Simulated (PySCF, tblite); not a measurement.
# C7H11P: geometry, infrared bands and NMR shifts

Wanted: the infrared bands and NMR shifts of C7H11P (`CC1=C(C)P1C1CC1`), by calculation.

Programs: tblite 0.8.0 and PySCF 2.14.0, with density-fitted response routines of our own. Each step states its level of theory. These are calculated values for one molecule in the gas phase, unless marked as measured. Atoms count from 0, in the outputs and in this text.

**1. The molecule as given**

19 atoms, charge 0, multiplicity 1; geometry from: force field or distance geometry start.

Bonds of the start (Å): C0–C1 1.44, C1–C2 1.31, C2–C3 1.43, C2–P4 1.80, P4–C5 1.85, C5–C6 1.50, C6–C7 1.51, P4–C1 1.79, C7–C5 1.50, C0–H8 1.09, C0–H9 1.08, C0–H10 1.10, C3–H11 1.10, C3–H12 1.11, C3–H13 1.09, C5–H14 1.09, C6–H15 1.07, C6–H16 1.09, C7–H17 1.08, C7–H18 1.09.

**2. Optimising the geometry with GFN2-xTB**

What the job is given:

```
{"job": {"kind": "relax", "xc": "GFN2-xTB", "basis": "xTB"}, "charge": 0, "multiplicity": 1}
C      2.261100     1.711100    -0.203700
C      1.396700     0.666800     0.286000
C      1.147500    -0.618700     0.297100
C      1.501700    -1.909200    -0.216500
P     -0.019300     0.286900     1.319200
C     -1.364900     0.553200     0.085000
C     -2.200000    -0.621500    -0.325200
C     -2.769300     0.431300     0.588200
H      2.763500     2.225600     0.620600
H      3.016200     1.313700    -0.868300
H      1.668400     2.452200    -0.763000
H      0.673500    -2.366600    -0.768900
H      1.754400    -2.591500     0.623100
H      2.372100    -1.854300    -0.877400
H     -1.178200     1.332300    -0.652700
H     -2.554500    -0.659000    -1.334400
H     -1.998100    -1.598000     0.107300
H     -3.518400     1.095900     0.170900
H     -2.962200     0.158800     1.623200
```

The run is started by

```bash
> OMP_NUM_THREADS=1 python probes_run.py task.json out
```

One launch serves the whole session: the jobs run in the order shown.

**Question.** This job is followed by: GFN2-xTB harmonic vibrations, gas phase; GIAO PBE0/pcSseg-1 NMR shielding, non-relativistic, gas phase. Predict these results of the whole session: strongest single infrared mode (GFN2-xTB); zero-point energy (GFN2-xTB); 13C shifts against TMS (PBE0/pcSseg-1, means over atoms taken as alike); 1H shifts against TMS (PBE0/pcSseg-1, means over atoms taken as alike); 31P shifts against H3PO4 (PBE0/pcSseg-1); surface potential, 1st and 99th percentile.

The runs gave:

| quantity | value |
| --- | --- |
| strongest single infrared mode (GFN2-xTB) | 3002 cm⁻¹, 73 km/mol |
| zero-point energy (GFN2-xTB) | 97.8 kcal/mol |
| 13C shifts against TMS (PBE0/pcSseg-1, means over atoms taken as alike) | 133.7, 20.0, 15.0, 3.2 ppm |
| 1H shifts against TMS (PBE0/pcSseg-1, means over atoms taken as alike) | 2.52, 0.41, 0.16, -0.54 ppm |
| 31P shifts against H3PO4 (PBE0/pcSseg-1) | -191.9 ppm |
| surface potential, 1st and 99th percentile | -1.08 V and 0.74 V |

Relaxing lowered the energy by 0.152 eV in 145 steps; the close pair that moved most is C1–P4, from 1.794 to 1.843 Å. No mode is imaginary among the 51: a minimum at this level. Unscaled tight-binding wavenumbers are off by several per cent, some by more. Its intensities can rank the bands wrongly. C1, C2 (mean) (fully substituted alkene carbon) lies farthest downfield among carbon, at 133.7 ppm; the olefinic region. H8, H9, H10, H11, H12, H13 (mean) (hydrogen on an allylic methyl carbon) lies farthest downfield among hydrogen, at 2.52 ppm; allylic position. At PBE0/pcSseg-1: The largest span, 733 ppm, is at P4, where the paramagnetic term is -457 ppm.
